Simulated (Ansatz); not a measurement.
CsLiCr2Te2S3:

```
Cs Li Cr Te S
1.0
     3.67471   -0.00018   -0.00146
     0.00068    6.25849    0.00267
     0.09970    0.01509   18.87835
Cs Li Cr Te S
2 2 4 4 6
Direct
  0.00702 0.99658 0.60964
  0.50622 0.49563 0.63737
  0.49757 0.83290 0.98554
  0.99760 0.33501 0.98513
  0.99390 0.00068 0.13453
  0.49393 0.50024 0.13461
  0.00147 0.66940 0.83098
  0.50140 0.16737 0.83340
  0.01027 0.59621 0.46271
  0.51068 0.22697 0.45459
  0.49158 0.83669 0.22777
  0.99165 0.33648 0.22784
  0.99971 0.99979 0.90043
  0.49974 0.50461 0.89926
  0.99553 0.66614 0.07188
  0.49551 0.16656 0.07160
  0.50316 0.84068 0.76492
  0.00305 0.32804 0.76778
```

The cell was built by a generator and needn't be a form met in nature.

Base run:

```yaml
Program: Ansatz 0.2.0
Functional: RPBE
Potentials_or_basis: Ansatz PAW
Cutoff: 420 eV
Density_cutoff: 1680 eV
k_mesh: 7 × 5 × 2
Occupations: fermi-dirac, width 0.05 eV
Spin: collinear spin, ferromagnetic start
Starting_moments: "[0.0, 0.0, 0.0, 0.0, 3.0, 3.0, 3.0, 3.0, 0.0, 0.0, 0.0, 0.0, 0.0, 0.0, 0.0, 0.0, 0.0, 0.0] μB"
```

Its results: band gap on the k mesh none (metal or under the smearing width); pressure 2.1 GPa; net moment 11.49 μB per cell; site moments Cs +0.00, -0.00; Li -0.01; Cr +2.67, +2.80, +2.76; Te -0.00, -0.15; S -0.06, -0.07 μB; largest force 0.157 eV/Å.

Q: After a change of settings the same cell gave: band gap on the k mesh none (metal or under the smearing width); pressure 0.0 GPa; net moment 11.45 μB per cell; site moments Cs +0.00, -0.00; Li -0.01; Cr +2.64, +2.63, +2.77, +2.74; Te -0.00, -0.14; S -0.05, -0.06 μB; largest force 0.064 eV/Å. Which change was it?
A. functional from RPBE to BLYP
B. functional from RPBE to PBE; hubbard terms from none to Cr d U = 4 eV; hubbard projectors from none to ortho-atomic (the default)
C. functional from RPBE to PBE
D. functional from RPBE to revPBE

A: C.

PBE binds more tightly than RPBE, so the same cell stands under less pressure.

Caveats: only a ferromagnetic start was run, and an antiferromagnetic order may lie lower in energy; the potentials were made for another functional, which shifts forces and pressure (some runs); the PAW data sets come from PBE, with cores solved anew for the run's functional, which leaves a small shift of forces and pressure (some runs).

Not every run made on this cell is shown here.
